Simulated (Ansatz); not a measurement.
# Hf3Te: a trial structure relaxed

Where does Hf3Te go from the start given, TiAl3 (D0_22) type (I4/mmm, No. 139)?

Method: DFT PBE, scalar-relativistic, plane waves, PAW, in Ansatz 0.2.0.

### 1 Starting point

It takes space group I4/mmm (No. 139, tetragonal). The conventional cell has a = 4.351 Å, b = 4.351 Å, c = 9.718 Å, α = 90.00°, β = 90.00°, γ = 90.00°. Hf (site symmetry 4/mmm) is surrounded by 4 Te at 3.08 Å and 8 Hf at 3.26 Å. Hf (site symmetry -4m2) is surrounded by 8 Hf at 3.08 to 3.26 Å and 4 Te at 3.26 Å. Te (site symmetry 4/mmm) has 12 Hf at 3.08 to 3.26 Å as nearest neighbours.

As a file:

```cif
data_structure
_symmetry_space_group_name_H-M 'P 1'
_symmetry_Int_Tables_number 1
_cell_length_a 5.7512
_cell_length_b 5.7512
_cell_length_c 5.7512
_cell_angle_alpha 135.550
_cell_angle_beta 135.550
_cell_angle_gamma 64.676
_cell_volume 91.98
loop_
_atom_site_label
_atom_site_type_symbol
_atom_site_fract_x
_atom_site_fract_y
_atom_site_fract_z
_atom_site_occupancy
Hf1 Hf 0.50000 0.50000 0.00000 1
Hf2 Hf 0.25000 0.75000 0.50000 1
Hf3 Hf 0.75000 0.25000 0.50000 1
Te1 Te 0.00000 0.00000 0.00000 1
```

(A quick probe on a coarse mesh, which set the mesh and smearing, is not shown.)

### 3 The relaxation

File input.yaml:

```yaml
crystal:
  lattice:
    - [-2.175336354, 2.175336354, 4.8591928947]
    - [2.175336354, -2.175336354, 4.8591928947]
    - [2.175336354, 2.175336354, -4.8591928947]
  atoms:
    - { symbol: Hf, position: [0.5, 0.5, 0.0] }
    - { symbol: Hf, position: [0.25, 0.75, 0.5] }
    - { symbol: Hf, position: [0.75, 0.25, 0.5] }
    - { symbol: Te, position: [0.0, 0.0, 0.0] }
basis:
  ecutwfc: 420
kpoints:
  mp_grid: { grid: [16, 16, 16] }
hamiltonian:
  xc: pbe
scf:
  occupations: { method: gaussian, width: 0.1 }
output:
  forces: true
  stress: true
  eigenvalues: true
relax:
  adjacent_minimum: "off"
  f_tol: 0.01
  max_steps: 80
  cell: { stress_tol: 0.05 }
```

Started as:

```bash
$ ansatz run input.yaml --threads 1 --pin off --max-ram 2560MiB --backend cpu --events-out ev --progress --plain --runs-dir out
```

Q: Predict the outcome of this session.

The runs gave:

Formation energies count from the elements, computed with the same settings in runs not shown here.

```
                          quantity                                                                      value
               cell (conventional)  a = 4.358 Å, b = 4.358 Å, c = 9.312 Å, α = 90.00°, β = 90.00°, γ = 90.00°
                       space group                                                           I4/mmm (No. 139)
                            volume                                                              22.11 Å³/atom
                   gap on the mesh                                                               none (metal)
formation energy from the elements                                                             -0.103 eV/atom
```

The space group stayed I4/mmm, and from the first guess the volume went from 22.99 to 22.11 Å³/atom. With -0.10 eV/atom it lies under the elements, which doesn't yet make it stable against other compounds of them. The runs treat Hf, Te without spin-orbit coupling.
